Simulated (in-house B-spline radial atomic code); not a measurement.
# Zr⁺ in a hard spherical wall

Wanted: the cost of confining Zr⁺, radius by radius. More than one configuration is followed.

Method: scalar-relativistic (spin-free one-electron X2C) PBE, spherical fractional occupations, Fermi nucleus, basis-set limit. Code: in-house B-spline radial atomic code version 1.

## 1. What is computed

- element: zirconium (Z = 40)
- charge: +1
- electrons: 39
- configuration: [Kr] 4d2 5s1
- Hamiltonian: scalar-relativistic (X2C)
- nucleus: Fermi, rms radius 4.269 fm

The outer shells:

[Kr] 4d2 5s1
```
[Kr] core
4d [↑ ][↑ ][  ][  ][  ]
5s [↑ ]
```

The boxes only draw the filling; these runs are spin-restricted and spherical.

Input settings:

```ini
Z = 40
electrons = 39.0
configuration = [Kr] 4d2 5s1
hamiltonian = x2c
method = pbe,pbe
spin_polarised = False
nucleus = fermi
rms_radius = 4.2694
mass_number = 90
atomic_mass = 89.904698755
speed_of_light = 137.035999084
```

The reference is known from an earlier run: -3597.600714 hartree in all. Up to eight levels, counted from the top:

| orbital | occupation | energy (eV) | <r> (bohr) |
| --- | --- | --- | --- |
| 2p | 6 | -2206.81 | 0.1415 |
| 3s | 2 | -411.02 | 0.4584 |
| 3p | 6 | -324.10 | 0.4620 |
| 3d | 10 | -181.28 | 0.4526 |
| 4s | 2 | -61.131 | 1.214 |
| 4p | 6 | -39.127 | 1.368 |
| 4d | 2 | -9.985 | 2.136 |
| 5s | 1 | -9.940 | 3.429 |

## 2. Wall at 5.47 bohr, configuration [Kr] 4d2 5s1

Input settings:

```ini
Z = 40
electrons = 39.0
configuration = [Kr] 4d2 5s1
hamiltonian = x2c
method = pbe,pbe
spin_polarised = False
nucleus = fermi
rms_radius = 4.2694
mass_number = 90
atomic_mass = 89.904698755
speed_of_light = 137.035999084
wall_radius = 5.47
```

## 3. Wall at 2.83 bohr, configuration [Kr] 4d2 5s1

The settings differ from step 2 so:

```diff
@@ -11,2 +11,2 @@
 speed_of_light = 137.035999084
-wall_radius = 5.47
+wall_radius = 2.83
```

## 4. Wall at 1.77 bohr, configuration [Kr] 4d2 5s1

The settings differ from step 3 so:

```diff
@@ -11,2 +11,2 @@
 speed_of_light = 137.035999084
-wall_radius = 2.83
+wall_radius = 1.77
```

## 5. Wall at 5.47 bohr, configuration [Ar] 3d10 4s2 4p5 4d2 4f1 5s1

Input settings:

```ini
Z = 40
electrons = 39.0
configuration = [Ar] 3d10 4s2 4p5 4d2 4f1 5s1
hamiltonian = x2c
method = pbe,pbe
spin_polarised = False
nucleus = fermi
rms_radius = 4.2694
mass_number = 90
atomic_mass = 89.904698755
speed_of_light = 137.035999084
wall_radius = 5.47
```

## 6. Wall at 2.83 bohr, configuration [Ar] 3d10 4s2 4p5 4d2 4f1 5s1

The settings differ from step 5 so:

```diff
@@ -11,2 +11,2 @@
 speed_of_light = 137.035999084
-wall_radius = 5.47
+wall_radius = 2.83
```

## 7. Wall at 1.77 bohr, configuration [Ar] 3d10 4s2 4p5 4d2 4f1 5s1

The settings differ from step 6 so:

```diff
@@ -11,2 +11,2 @@
 speed_of_light = 137.035999084
-wall_radius = 2.83
+wall_radius = 1.77
```

## 8. Wall at 5.47 bohr, configuration [Kr] 4d2 4f1

Input settings:

```ini
Z = 40
electrons = 39.0
configuration = [Kr] 4d2 4f1
hamiltonian = x2c
method = pbe,pbe
spin_polarised = False
nucleus = fermi
rms_radius = 4.2694
mass_number = 90
atomic_mass = 89.904698755
speed_of_light = 137.035999084
wall_radius = 5.47
```

## 9. Wall at 2.83 bohr, configuration [Kr] 4d2 4f1

The settings differ from step 8 so:

```diff
@@ -11,2 +11,2 @@
 speed_of_light = 137.035999084
-wall_radius = 5.47
+wall_radius = 2.83
```

## 10. Wall at 1.77 bohr, configuration [Kr] 4d2 4f1

The settings differ from step 9 so:

```diff
@@ -11,2 +11,2 @@
 speed_of_light = 137.035999084
-wall_radius = 2.83
+wall_radius = 1.77
```

Before running: What do the energy and the highest level do as the wall closes in, and which configuration is lower at each radius?

**Answer**, as computed:

| configuration | radius (bohr) | energy above the free system (eV) | highest level (eV) |
| --- | --- | --- | --- |
| [Kr] 4d2 5s1 | 5.47 | 1.660 | -7.992 (5s) |
| [Kr] 4d2 5s1 | 2.83 | 63.639 | 33.428 (5s) |
| [Kr] 4d2 5s1 | 1.77 | 565.00 | 229.41 (5s) |
| [Ar] 3d10 4s2 4p5 4d2 4f1 5s1 | 5.47 | 48.801 | 5.914 (4f) |
| [Ar] 3d10 4s2 4p5 4d2 4f1 5s1 | 2.83 | 129.60 | 39.962 (4f) |
| [Ar] 3d10 4s2 4p5 4d2 4f1 5s1 | 1.77 | 656.76 | 228.99 (5s) |
| [Kr] 4d2 4f1 | 5.47 | 17.152 | 7.154 (4f) |
| [Kr] 4d2 4f1 | 2.83 | 71.325 | 41.653 (4f) |
| [Kr] 4d2 4f1 | 1.77 | 463.31 | 128.03 (4f) |

For [Kr] 4d2 5s1 the energy above the free reference is 1.660 eV at 5.47 bohr and 565.00 eV at 1.77 bohr. Its highest level passes zero between 5.47 and 2.83 bohr; in smaller spheres the level is positive, pushed up by confinement, and the wall keeps the electron in. Of [Kr] 4d2 5s1 and [Ar] 3d10 4s2 4p5 4d2 4f1 5s1, the first stays lower at every radius that both share. At 1.77 bohr the lowest of all 3 is [Kr] 4d2 4f1. A hard wall is a crude model of an atom's surroundings.
